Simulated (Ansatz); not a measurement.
I need vertical and adiabatic energies of changing the electron count of ClCu. Use the Python package of Ansatz (0.2.0). Level of theory (for the species named): r2SCAN, def2-TZVP basis, multiplicity 1, D4 dispersion.

```json
{"atom": "Cl", "x (Å)": "1.0310", "y (Å)": "-0.3925", "z (Å)": "0.5131"}
{"atom": "Cu", "x (Å)": "-1.0015", "y (Å)": "0.3323", "z (Å)": "-0.5091"}
```

`clcu.py`
```python
# -*- coding: utf-8 -*-
'''How ClCu relaxes after losing an electron.'''

from dataclasses import dataclass
import itertools

import ansatz as az
from ase.data import atomic_numbers, covalent_radii
import numpy as np


@dataclass
class RunConfig:
    basis_set: str = 'def2-TZVP'
    xc: str = 'r2scan'
    dispersion: str = 'd4'
    net_charge: int = 1


settings = RunConfig()

GEOMETRY = '''
Cl    1.03100   -0.39250    0.51310
Cu   -1.00150    0.33230   -0.50910
'''


def main():
    mol = az.Crystal.molecule()
    for line in GEOMETRY.strip().splitlines():
        symbol, *xyz = line.split()
        mol = mol.atom(symbol, [float(v) for v in xyz])

    setup = (
        mol.calculation()
        .basis(gaussian=settings.basis_set)
        .functional(settings.xc, dispersion=settings.dispersion)
        .scf(lower_state_search='off')
    )
    symbols = [site.symbol for site in mol.cartesian_sites]
    start = np.array([site.position_ang for site in mol.cartesian_sites], dtype=float)
    report = setup.relax(force_tolerance=0.01).run(threads=1, pin='off').report
    end = np.array(report['positions_ang'])

    minimum = az.Crystal.molecule()
    for symbol, place in zip(symbols, end):
        minimum = minimum.atom(symbol, place.tolist())
    ion = (
        minimum.calculation()
        .basis(gaussian=settings.basis_set)
        .functional(settings.xc, dispersion=settings.dispersion)
        .scf(lower_state_search='off')
        .charge(settings.net_charge)
        .spin('collinear', total=1)
    )
    vertical = ion.run(threads=1, pin='off').report
    settled = ion.relax(force_tolerance=0.01, max_steps=80).run(threads=1, pin='off').report
    print(f'vertical ionisation energy   {vertical["free_energy_ev"] - report["free_energy_ev"]:.3f} eV')
    print(f'adiabatic, no zero point     {settled["free_energy_ev"] - report["free_energy_ev"]:.3f} eV')
    print(f'relaxation energy of the ion {vertical["free_energy_ev"] - settled["free_energy_ev"]:.3f} eV')
    ionised = np.array(settled['positions_ang'])
    # pairs closer than 1.2 times the sum of covalent radii, before or after
    radius = [covalent_radii[atomic_numbers[s]] for s in symbols]
    span = lambda where, i, j: np.linalg.norm(where[i] - where[j])
    bonded = [(i, j) for i, j in itertools.combinations(range(len(symbols)), 2) if min(span(end, i, j), span(ionised, i, j)) < 1.2 * (radius[i] + radius[j])]
    print('pair        before    after (A)')
    for i, j in bonded:
        print(f'{symbols[i]}{i}-{symbols[j]}{j}'.ljust(10), f'{span(end, i, j):8.4f} {span(ionised, i, j):8.4f}')


if __name__ == '__main__':
    main()
```

```console
$ python clcu.py
vertical ionisation energy   9.842 eV
adiabatic, no zero point     9.840 eV
relaxation energy of the ion 0.002 eV
pair        before    after (A)
Cl0-Cu1      2.0525   2.0684
```

Notes:
- These settings explore the input space; basis and method may be short of convergence.
- The energies are electronic: no zero-point or thermal terms, and the basis set is short of its limit. The product may relax into another structure. The relaxation finds the nearest minimum, so the adiabatic value is an upper bound.
- Timing: 24 s on 1 thread of Arm Neoverse V2, on a shared host, peak memory 0.2 GiB.

(A comment or docstring line of the script was reworded after the run, the code is as it ran; lines on the test bed's own set-up are left out of the output.)
